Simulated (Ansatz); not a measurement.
Run this with Ansatz 0.2.0, Python API and show what comes out.

The script, `bend.py`:
```python
"""Bending curve of CH4AlFS."""

import ansatz as az
from ase import Atoms


def main() -> None:
    atoms = Atoms(["C", "S", "Al", "F", "H", "H", "H", "H"], positions=[
        (-0.7055, 1.0722, -0.1679),
        (-1.0275, -0.5537, -0.8538),
        (0.8106, -1.4431, 0.0786),
        (0.8364, -2.147, 1.7404),
        (0.2106, 1.5216, -0.5669),
        (-1.5778, 1.7951, -0.5179),
        (-0.7249, 1.0892, 0.934),
        (2.2703, -1.3913, -0.7023),
    ])

    # start the scan from a relaxed geometry
    first = az.Crystal.molecule_from_ase(atoms).calculation()
    first = first.basis(gaussian="def2-SVP")
    first = first.functional("pbe", dispersion="d4")
    first = first.relax(force_tolerance=0.02, max_steps=80)
    atoms.positions = first.run(threads=1).report["positions_ang"]

    rows = []
    for angle in [90, 100, 110, 120, 135, 150, 165, 179]:
        bent = atoms.copy()
        bent.set_angle(0, 1, 2, angle, indices=[2, 3, 7])
        model = (
            az.Crystal.molecule_from_ase(bent).calculation()
            .basis(gaussian="def2-SVP")  # atom-centred Gaussian functions
            .functional("pbe", dispersion="d4")
        )
        rows.append((angle, model.run(threads=1).report["free_energy_ev"]))
    floor = min(e for _, e in rows)
    for angle, e in rows:
        print(f"angle C0-S1-Al2 = {angle:3d} deg   {1000 * (e - floor):9.1f} meV")


if __name__ == "__main__":
    main()
```

`python bend.py` gives:
```text
angle C0-S1-Al2 =  90 deg        53.4 meV
angle C0-S1-Al2 = 100 deg         0.0 meV
angle C0-S1-Al2 = 110 deg        58.5 meV
angle C0-S1-Al2 = 120 deg       195.3 meV
angle C0-S1-Al2 = 135 deg       502.3 meV
angle C0-S1-Al2 = 150 deg       851.7 meV
angle C0-S1-Al2 = 165 deg      1128.8 meV
angle C0-S1-Al2 = 179 deg      1225.9 meV
```

The scan is rigid, and the energies are electronic, in a modest basis. The zero is the lowest point of the grid, which needn't be the minimum. Timing: 28 s on 1 thread of Intel(R) Xeon(R) 6975P-C (Granite Rapids), with other jobs on the host, peak memory 0.23 GiB.

(Lines on the test bed's own set-up are left out of the output.)
